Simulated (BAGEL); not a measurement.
# A workflow on C2H6AlCl (dimethylaluminum chloride)

Wanted: the energy (HF/cc-pVDZ), then a single-point energy (NEVPT2(2,2)/cc-pVDZ), then a single-point energy (CASPT2(2,2)/cc-pVDZ) of C2H6AlCl (dimethylaluminum chloride). 

The calculation is run with BAGEL 1.2.2.

## Step 1: The system as given

C2H6AlCl: 10 atoms, total charge 0, spin state singlet. SMILES: `[CH3][Al]([CH3])[Cl]`. The C3–H9 distance was set to 2.076 Å, away from the relaxed value. At this shape a bond of the SMILES string is far longer than usual.

Bond lengths: C1–Al2 1.942 Å, Al2–C3 1.942 Å, Al2–Cl4 2.114 Å, C1–H5 1.092 Å, C1–H6 1.095 Å, C1–H7 1.095 Å, C3–H8 1.095 Å, C3–H10 1.094 Å. Some angles: C1–Al2–C3 125.8°, C1–Al2–Cl4 117.8°, C3–Al2–Cl4 116.4°, Al2–C1–H5 112.5°, Al2–C1–H6 110.7°, Al2–C1–H7 110.7°, Al2–C3–H8 110.7°, Al2–C3–H10 110.7°, H5–C1–H6 108.1°, H5–C1–H7 108.1°.

## Step 2: A single-point energy at HF/cc-pVDZ (density fitting with svp-jkfit) (run 1)

hf.json

```json
{ "bagel" : [

{
  "title" : "molecule",
  "basis" : "cc-pvdz.json",
  "df_basis" : "svp-jkfit",
  "angstrom" : "false",
  "geometry" : [
    { "atom" : "C", "xyz" : [ -1.68665238,  1.08888665, -2.74568891 ] },
    { "atom" : "Al", "xyz" : [ -1.18511906, -2.32169106, -1.48561953 ] },
    { "atom" : "C", "xyz" : [  0.69421357, -3.23934207,  1.53019439 ] },
    { "atom" : "Cl", "xyz" : [ -2.81028353, -5.32937916, -3.55109019 ] },
    { "atom" : "H", "xyz" : [ -2.82748004,  1.13726364, -4.46363893 ] },
    { "atom" : "H", "xyz" : [ -2.61734249,  2.26656397, -1.32121336 ] },
    { "atom" : "H", "xyz" : [  0.13031929,  1.99104190, -3.15538153 ] },
    { "atom" : "H", "xyz" : [ -0.51483321, -4.25790445,  2.86396309 ] },
    { "atom" : "H", "xyz" : [  2.18962566, -0.11961966,  3.38034209 ] },
    { "atom" : "H", "xyz" : [  2.25267070, -4.51547412,  1.06097539 ] }
  ]
},
{ "title" : "hf" },
{ "title" : "print", "file" : "orbitals.molden", "orbitals" : "true" }

]}
```

The basis set cc-pVDZ is read from a file made from the Basis Set Exchange's data (not shown).

Command:

```
$ BAGEL_NUM_THREADS=1 BAGEL hf.json > hf.out
```

Standard output:

```text
* using 1 threads per process

  ===============================================================
  ===============================================================

  *** Geometry ***

  { "atom" : "C", "xyz" : [     -1.686652,      1.088887,     -2.745689 ] },
  { "atom" : "Al", "xyz" : [     -1.185119,     -2.321691,     -1.485620 ] },
  { "atom" : "C", "xyz" : [      0.694214,     -3.239342,      1.530194 ] },
  { "atom" : "Cl", "xyz" : [     -2.810284,     -5.329379,     -3.551090 ] },
  { "atom" : "H", "xyz" : [     -2.827480,      1.137264,     -4.463639 ] },
  { "atom" : "H", "xyz" : [     -2.617342,      2.266564,     -1.321213 ] },
  { "atom" : "H", "xyz" : [      0.130319,      1.991042,     -3.155382 ] },
  { "atom" : "H", "xyz" : [     -0.514833,     -4.257904,      2.863963 ] },
  { "atom" : "H", "xyz" : [      2.189626,     -0.119620,      3.380342 ] },
  { "atom" : "H", "xyz" : [      2.252671,     -4.515474,      1.060975 ] },

  Number of auxiliary basis functions:      514

  Since a DF basis is specified, we compute 2- and 3-index integrals:
    o Being stored without compression. Storage requirement is 0.036 GB

  Number of basis functions:       94
  Number of electrons      :       48

    * METHOD: MOLECULE                             0.27

  *** RHF ***

  === Nuclear Repulsion ===
   187.1185052096

      * DIIS with orbital gradients will be used.

  === RHF iteration (cc-pvdz.json) ===
      0       -780.37677478          0.01446872           0.09
      1       -780.53898615          0.00782056           0.09
      2       -780.58338133          0.00150831           0.09
      3       -780.58618206          0.00057134           0.09
      4       -780.58654718          0.00011051           0.09
      5       -780.58657471          0.00003500           0.09
      6       -780.58657744          0.00001300           0.09
      7       -780.58657773          0.00000337           0.09
      8       -780.58657774          0.00000136           0.09
      9       -780.58657775          0.00000035           0.09
     10       -780.58657775          0.00000017           0.09
     11       -780.58657775          0.00000007           0.09
     12       -780.58657775          0.00000003           0.09
     13       -780.58657775          0.00000001           0.09
     14       -780.58657775          0.00000000           0.09
    * SCF iteration converged.

    * Permanent dipole moment:
           (   -0.062694,    -0.138506,    -0.076370) a.u.

    * METHOD: HF                                   1.60

    * METHOD: PRINT                                0.02

  ===============================================================
```

Run time: 2 s. Hardware: 1 thread of Arm Neoverse V2, shared host; peak memory 0.15 GiB.

## Step 3: The energy at NEVPT2(2,2)/cc-pVDZ (density fitting with svp-jkfit) (run 2)

job.json

```json
{ "bagel": [

{
  "title": "molecule",
  "basis": "cc-pvdz.json",
  "df_basis": "svp-jkfit",
  "angstrom": false,
  "geometry": [
    { "atom": "C", "xyz": [ -1.68665238,  1.08888665, -2.74568891 ] },
    { "atom": "Al", "xyz": [ -1.18511906, -2.32169106, -1.48561953 ] },
    { "atom": "C", "xyz": [  0.69421357, -3.23934207,  1.53019439 ] },
    { "atom": "Cl", "xyz": [ -2.81028353, -5.32937916, -3.55109019 ] },
    { "atom": "H", "xyz": [ -2.82748004,  1.13726364, -4.46363893 ] },
    { "atom": "H", "xyz": [ -2.61734249,  2.26656397, -1.32121336 ] },
    { "atom": "H", "xyz": [  0.13031929,  1.99104190, -3.15538153 ] },
    { "atom": "H", "xyz": [ -0.51483321, -4.25790445,  2.86396309 ] },
    { "atom": "H", "xyz": [  2.18962566, -0.11961966,  3.38034209 ] },
    { "atom": "H", "xyz": [  2.25267070, -4.51547412,  1.06097539 ] }
  ]
},
{ "title": "hf" },
{ "title": "nevpt2", "nstate": 1, "nact": 2, "nclosed": 23, "active": [24, 25], "maxiter": 200, "natocc": true, "ncore": 12 },
{ "title": "print", "file": "orbitals.molden", "orbitals": true }

]}
```

The basis set cc-pVDZ is read from a file made from the Basis Set Exchange's data (not shown).

Command:

```
$ BAGEL_NUM_THREADS=1 BAGEL job.json > job.out
```

Standard output:

```text
* using 1 threads per process

  ===============================================================
  ===============================================================

  *** Geometry ***

  { "atom" : "C", "xyz" : [     -1.686652,      1.088887,     -2.745689 ] },
  { "atom" : "Al", "xyz" : [     -1.185119,     -2.321691,     -1.485620 ] },
  { "atom" : "C", "xyz" : [      0.694214,     -3.239342,      1.530194 ] },
[... 6 lines of this table left out ...]
  { "atom" : "H", "xyz" : [      2.252671,     -4.515474,      1.060975 ] },

  Number of auxiliary basis functions:      514

  Since a DF basis is specified, we compute 2- and 3-index integrals:
    o Being stored without compression. Storage requirement is 0.036 GB

  Number of basis functions:       94
  Number of electrons      :       48

    * METHOD: MOLECULE                             0.27

  *** RHF ***

  === Nuclear Repulsion ===
   187.1185052096

      * DIIS with orbital gradients will be used.

  === RHF iteration (cc-pvdz.json) ===
      0       -780.37677478          0.01446872           0.09
      1       -780.53898615          0.00782056           0.09
      2       -780.58338133          0.00150831           0.09
[... 11 lines of this table left out ...]
     14       -780.58657775          0.00000000           0.09
    * SCF iteration converged.

    * Permanent dipole moment:
           (   -0.062694,    -0.138506,    -0.076370) a.u.

    * METHOD: HF                                   1.57

    * freezing 12 orbitals
  ---------------------------
      CASSCF calculation
  ---------------------------

    ==== Active orbitals : =====
         Orbital 24
         Orbital 25
    ============================

    * nstate   :      1
    * nclosed  :     23
    * nact     :      2
    * nvirt    :     69
  === CASSCF iteration (cc-pvdz.json) ===

    * Using the second-order algorithm

      0  0      -780.61283734     2.80e-03      0.03

      1  0      -780.63880718     1.41e-03      0.51
[... 19 lines of this table left out ...]
     11  0      -780.64219640     2.64e-09      0.37

    * Second-order optimization converged. *

     guess   0:   closed 1.                   open ..

  === FCI iteration ===

      0  0      -780.58157074     8.35e-02      0.00
      1  0      -780.64168757     7.23e-03      0.00
      2  0 *    -780.64219640     5.25e-16      0.00

     * ci vector, state   0, <S^2> = 0.0000
       2.     0.9398132681
       .2    -0.3416884855

  === DF-NEVPT2 calculation ===

    * 3-index integral transformation done
    * assembly done

      NEVPT2 correlation energy:   -0.4626937267      0.19

          (+0)     -0.4147393369
          (+0)'    -0.0119454834
          (+1)     -0.0067012794
          (+1)'    -0.0000000000
          (+2)     -0.0003633368
          (-1)     -0.0261673202
          (-1)'     0.0000000000
          (-2)     -0.0027769700

      NEVPT2 total energy:       -781.1048901282

    * METHOD: NEVPT2                               6.16

    * METHOD: PRINT                                0.02

  ===============================================================
```

It took 8.4 s on 1 thread of Arm Neoverse V2, shared host; peak memory 0.15 GiB.

## Step 4: The energy at CASPT2(2,2)/cc-pVDZ (density fitting with svp-jkfit) (run 3)

input.json

```json
{ "bagel" : [

{
  "title" : "molecule",
  "basis" : "cc-pvdz.json",
  "df_basis" : "svp-jkfit",
  "angstrom" : false,
  "geometry" : [
    { "atom" : "C", "xyz" : [    -1.68665238,     1.08888665,    -2.74568891 ] },
    { "atom" : "Al", "xyz" : [    -1.18511906,    -2.32169106,    -1.48561953 ] },
    { "atom" : "C", "xyz" : [     0.69421357,    -3.23934207,     1.53019439 ] },
    { "atom" : "Cl", "xyz" : [    -2.81028353,    -5.32937916,    -3.55109019 ] },
    { "atom" : "H", "xyz" : [    -2.82748004,     1.13726364,    -4.46363893 ] },
    { "atom" : "H", "xyz" : [    -2.61734249,     2.26656397,    -1.32121336 ] },
    { "atom" : "H", "xyz" : [     0.13031929,     1.99104190,    -3.15538153 ] },
    { "atom" : "H", "xyz" : [    -0.51483321,    -4.25790445,     2.86396309 ] },
    { "atom" : "H", "xyz" : [     2.18962566,    -0.11961966,     3.38034209 ] },
    { "atom" : "H", "xyz" : [     2.25267070,    -4.51547412,     1.06097539 ] }
  ]
},

{ "title" : "hf" },

{ "title" : "casscf", "nstate" : 1, "nact" : 2, "nclosed" : 23, "nspin" : 0, "active" : [24, 25], "maxiter" : 200, "natocc" : true },

{ "title" : "print", "file" : "orbitals.molden", "orbitals" : true },

{ "title" : "smith", "method" : "caspt2", "ms" : true, "xms" : true, "sssr" : true, "shift" : 0.2, "shift_imag" : true, "ncore" : 12 }

]}
```

The basis set cc-pVDZ is read from a file made from the Basis Set Exchange's data (not shown).

Command:

```
$ BAGEL_NUM_THREADS=1 BAGEL input.json > input.out
```

Standard output:

```text
* using 1 threads per process

  ===============================================================
  ===============================================================

  *** Geometry ***

  { "atom" : "C", "xyz" : [     -1.686652,      1.088887,     -2.745689 ] },
  { "atom" : "Al", "xyz" : [     -1.185119,     -2.321691,     -1.485620 ] },
  { "atom" : "C", "xyz" : [      0.694214,     -3.239342,      1.530194 ] },
[... 6 lines of this table left out ...]
  { "atom" : "H", "xyz" : [      2.252671,     -4.515474,      1.060975 ] },

  Number of auxiliary basis functions:      514

  Since a DF basis is specified, we compute 2- and 3-index integrals:
    o Being stored without compression. Storage requirement is 0.036 GB

  Number of basis functions:       94
  Number of electrons      :       48

    * METHOD: MOLECULE                             0.26

  *** RHF ***

  === Nuclear Repulsion ===
   187.1185052096

      * DIIS with orbital gradients will be used.

[... 6 lines left out ...]
    * SCF iteration converged.
[... 1 line left out ...]
    * Permanent dipole moment:
[... 27 lines left out ...]
    * Second-order optimization converged. *
[... 9 lines left out ...]
     * ci vector, state   0, <S^2> = 0.0000
[... 16 lines left out ...]
    * Zeroth order energy : state  0       -0.5840300318

    * CASPT2 iteration is performed using orthogonal basis

      -------------------------------------------  CASPT2 iteration  ---------------------------------------------------
       #      aibj      arbs      arbi      airj      risj      airs      arst      rist         Etot      error   time
      ------------------------------------------------------------------------------------------------------------------

       0  -0.41249  -0.00349  -0.02752  -0.00728  -0.00054  -0.01156  -0.00000  -0.00000   -0.4628810  0.0006583   0.09
       1  -0.41252  -0.00350  -0.02756  -0.00732  -0.00056  -0.01169  -0.00000  -0.00000   -0.4631449  0.0000857   0.08
       2  -0.41252  -0.00350  -0.02756  -0.00732  -0.00056  -0.01170  -0.00000  -0.00000   -0.4631499  0.0000121   0.08
       3  -0.41252  -0.00350  -0.02756  -0.00732  -0.00056  -0.01170   0.00000  -0.00000   -0.4631500  0.0000019   0.09
       4  -0.41252  -0.00350  -0.02756  -0.00732  -0.00056  -0.01170   0.00000  -0.00000   -0.4631500  0.0000003   0.09

      ------------------------------------------------------------------------------------------------------------------

    * CASPT2 energy : state  0     -781.1084442044
        w/o shift correction       -781.1053463954
        reference weight              0.8490085666

    * METHOD: SMITH                                0.72

  ===============================================================
```

Wall time 8.4 s (1 thread of Arm Neoverse V2, shared host); peak memory 0.21 GiB.

## Step 5: What came out

| quantity | value |
| --- | --- |
| run 1, HF/cc-pVDZ: total energy | -780.58658 Eh |
| run 1, HF/cc-pVDZ: dipole moment | 0.43 D |
| run 1, HF/cc-pVDZ: HOMO energy | -9.89 eV |
| run 1, HF/cc-pVDZ: LUMO energy | 1.22 eV |
| run 1, HF/cc-pVDZ: HOMO–LUMO gap | 11.11 eV |
| run 2, NEVPT2(2,2)/cc-pVDZ: total energy | -781.10489 Eh |
| run 3, CASPT2(2,2)/cc-pVDZ: total energy | -781.10844 Eh |
